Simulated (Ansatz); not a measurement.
# Si17Ge7: the cost of one run

All numbers below are computed with Ansatz 0.2.0 (DFT r2SCAN, scalar-relativistic, plane waves, PAW).

**1. The starting structure**

The cell holds 24 atoms (Ge7Si17): a = 7.719 Å, b = 7.719 Å, c = 9.454 Å, α = 90.00°, β = 90.00°, γ = 120.00°.

The sites of an ideal diamond lattice, at a guessed lattice constant, take 17 Si, 7 Ge (sublattices apart by semicolons), with a shake of 0.02 Å. Warren-Cowley parameters of the first shell (negative: unlike neighbours preferred): Ge-Si -0.41. In a cell this small the draw can fall short of the order aimed at.

Its coordinates follow in the input file.

**2. Relaxation without symmetry, coarse mesh**

A cheap relaxation: coarse mesh, no symmetry, loose thresholds.

input.yaml reads:

```yaml
crystal:
  lattice:
    - [-5.4580385, -5.4580385, 0.0]
    - [0.0, 5.4580385, 5.4580385]
    - [-5.4580385, 5.4580385, -5.4580385]
  atoms:
    - { symbol: Si, position: [0.9960435769, 0.9918130477, 0.0017207337] }
    - { symbol: Si, position: [0.6644459156, 0.3363931072, 0.3333394604] }
    - { symbol: Si, position: [0.8348892359, 0.6723263621, 0.6666487502] }
    - { symbol: Si, position: [0.3321386217, 0.6650628034, 0.668871829] }
    - { symbol: Si, position: [0.1624222537, 0.8334602165, 0.3337966384] }
    - { symbol: Si, position: [0.3360348164, 0.1684293788, 0.9157811779] }
    - { symbol: Si, position: [0.8364620035, 0.1695648188, 0.9190496713] }
    - { symbol: Si, position: [0.6674270303, 0.3310972283, 0.5852162113] }
    - { symbol: Si, position: [0.1677429025, 0.336220189, 0.585875404] }
    - { symbol: Si, position: [0.5070110767, 0.5017975019, 0.2531588631] }
    - { symbol: Si, position: [0.9990206561, 0.5014324068, 0.2502503271] }
    - { symbol: Si, position: [0.3353438748, 0.6689161877, 0.9141643935] }
    - { symbol: Si, position: [0.829947858, 0.6612768278, 0.9158426971] }
    - { symbol: Si, position: [0.6716273938, 0.8342073998, 0.5825914214] }
    - { symbol: Si, position: [0.1645859752, 0.8302146054, 0.5833276818] }
    - { symbol: Si, position: [0.5014527061, 0.9958323381, 0.2496292892] }
    - { symbol: Si, position: [0.0024425412, 0.0037424537, 0.2529729256] }
    - { symbol: Ge, position: [0.5049488013, 0.0016985713, 0.0022354326] }
    - { symbol: Ge, position: [0.8307368772, 0.1610078068, 0.6697941633] }
    - { symbol: Ge, position: [0.3329526815, 0.169047425, 0.6688110685] }
    - { symbol: Ge, position: [0.1662318057, 0.3349702374, 0.3333457109] }
    - { symbol: Ge, position: [0.4960568562, 0.4974084584, 0.0015664216] }
    - { symbol: Ge, position: [0.9994049413, 0.4948089706, 0.998805614] }
    - { symbol: Ge, position: [0.6656450853, 0.8363588501, 0.3344804397] }
  symmetry: { detect: false }
basis:
  ecutwfc: 500
kpoints:
  mp_grid: { grid: [2, 2, 2], shift: [0.5, 0.5, 0.5] }
hamiltonian:
  xc: r2scan
scf:
  occupations: { method: gaussian, width: 0.1 }
  lower_state_search: "off"
output:
  forces: true
  stress: true
  eigenvalues: true
relax:
  adjacent_minimum: "off"
  f_tol: 0.04
  max_steps: 50
  cell: { stress_tol: 0.3 }
```

The run is started by

```
$ ansatz run input.yaml --threads 4 --pin off --max-ram 9216MiB --backend cpu --events-out ev --progress --plain --runs-dir out
```

What time and memory should one allow on 4 threads of Intel Xeon Platinum 8488C (Sapphire Rapids), shared host?

About 58 s, with a peak of 2.3 GiB.
